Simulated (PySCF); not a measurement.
# C6H7F2N: geometry, NMR shifts, spin-spin couplings and electronic excitations

What NMR shifts, spin-spin couplings and electronic excitations should C6H7F2N (`N#C[C@@]1(F)CC[C@@H](F)C1`) show?

The runs use PySCF 2.14.0, with density-fitted response routines of our own; the level of theory stands in each step. All values are computed, except where a source is named. Atoms count from 0, in the outputs and in this text.

### 1 The starting structure

16 atoms, charge 0, multiplicity 1; geometry from: GFN2-xTB.

Bonds of the start (Å): N0–C1 1.14, C1–C2 1.45, C2–F3 1.39, C2–C4 1.54, C4–C5 1.53, C5–C6 1.53, C6–F7 1.38, C6–C8 1.53, C8–C2 1.54, C4–H9 1.09, C4–H10 1.09, C5–H11 1.09, C5–H12 1.09, C6–H13 1.09, C8–H14 1.09, C8–H15 1.09.

### 2 Optimising the geometry at PBE0-D3(BJ)/def2-SVP

What the job is given:

```
{"job": {"xc": "PBE0", "basis": "def2-SVP", "d3": "d3bj", "grid": 1, "kind": "geom"}, "charge": 0, "multiplicity": 1}
N     -2.282687     2.455016    -0.580136
C     -1.543609     1.719848    -0.114594
C     -0.599301     0.771807     0.448427
F     -0.529174     0.985372     1.821793
C     -1.008737    -0.685279     0.190150
C      0.319663    -1.437440     0.241010
C      1.289967    -0.500485    -0.475102
F      1.207740    -0.711257    -1.838597
C      0.812609     0.921115    -0.153634
H     -1.454689    -0.763782    -0.802319
H     -1.726797    -1.024392     0.934761
H      0.270951    -2.406756    -0.251107
H      0.643374    -1.571819     1.273003
H      2.338674    -0.672286    -0.214961
H      0.793359     1.521251    -1.063867
H      1.461059     1.408032     0.573762
```

**Question.** This job is followed by: GIAO PBE0/pcSseg-1 NMR shielding, non-relativistic, gas phase; B3LYP/pcJ-1 indirect spin-spin coupling, non-relativistic, gas phase; TDDFT CAM-B3LYP/def2-SVPD, vertical, gas phase, core orbitals frozen in the response; GIAO HF/pcSseg-1 NMR shielding, non-relativistic, gas phase. What will the session give for the following? point group; rotational constants (main isotopes); ¹³C shifts against TMS (PBE0/pcSseg-1); ¹H shifts against TMS (PBE0/pcSseg-1); ¹⁵N shifts against NH3 (PBE0/pcSseg-1); ¹⁹F shifts against CFCl3 (PBE0/pcSseg-1); largest coupling of the table (B3LYP/pcJ-1); lowest singlet (CAM-B3LYP/def2-SVPD); brightest single state of those computed; lowest triplet; vertical ionisation energy (ΔSCF); range of the shift of F7.

As calculated:

```
                                   quantity                                         value
                                point group                                            C1
       rotational constants (main isotopes)                          2.77, 1.23, 1.08 GHz
     ¹³C shifts against TMS (PBE0/pcSseg-1)       123.3, 93.9, 90.9, 51.7, 40.3, 34.6 ppm
      ¹H shifts against TMS (PBE0/pcSseg-1)  5.06, 2.53, 2.50, 2.25, 2.12, 2.08, 1.82 ppm
     ¹⁵N shifts against NH3 (PBE0/pcSseg-1)                                     314.6 ppm
   ¹⁹F shifts against CFCl3 (PBE0/pcSseg-1)                            -168.4, -187.5 ppm
largest coupling of the table (B3LYP/pcJ-1)                      ¹J(C,F) C2–F3, -234.8 Hz
       lowest singlet (CAM-B3LYP/def2-SVPD)                   7.27 eV (171 nm), f = 0.001
   brightest single state of those computed                   state 9, 9.42 eV, f = 0.028
                             lowest triplet                                       6.16 eV
          vertical ionisation energy (ΔSCF)                                      11.80 eV
                   range of the shift of F7                          -187.5 to -157.4 ppm
```

In words: Over 10 steps the energy fell by 0.065 eV; of the close pairs, C1–C2 changed most, 1.452 to 1.468 Å. The most deshielded carbon is C1 (nitrile carbon), at 123.3 ppm: this is the usual window of a C≡N carbon, which has no attached hydrogen. The most deshielded hydrogen is H13 (hydrogen on an sp3 CH bonded to F), at 5.06 ppm: its carbon carries F, an electronegative neighbour. At PBE0/pcSseg-1: Shielding is most anisotropic at N0 (span 471 ppm, paramagnetic term -387 ppm). Of the pairs tabulated at B3LYP/pcJ-1, C2–F3 couples most strongly (-234.8 Hz; Fermi contact -280.4 Hz). Couplings across rotatable bonds belong to this one conformer; where others are populated, the observed values are averages. Density functionals describe couplings to fluorine poorly, F–F couplings above all, so those rows are rough. The first singlet state (HOMO→LUMO 0.50, HOMO→LUMO+1 0.24) lies at 7.27 eV and is dark; of the 10 states computed, the strongest absorption comes from state 9 at 9.42 eV. The lowest triplet lies 1.11 eV below the lowest singlet (triplets in Tamm-Dancoff, singlets in full TDDFT). ΔSCF puts the ionisation energy at 11.80 eV, 0.85 eV above −ε(HOMO). In ppm, F7 moves most: its shift spreads over 30.1 ppm, from -187.5 (PBE0/pcSseg-1) to -157.4 (HF/pcSseg-1).
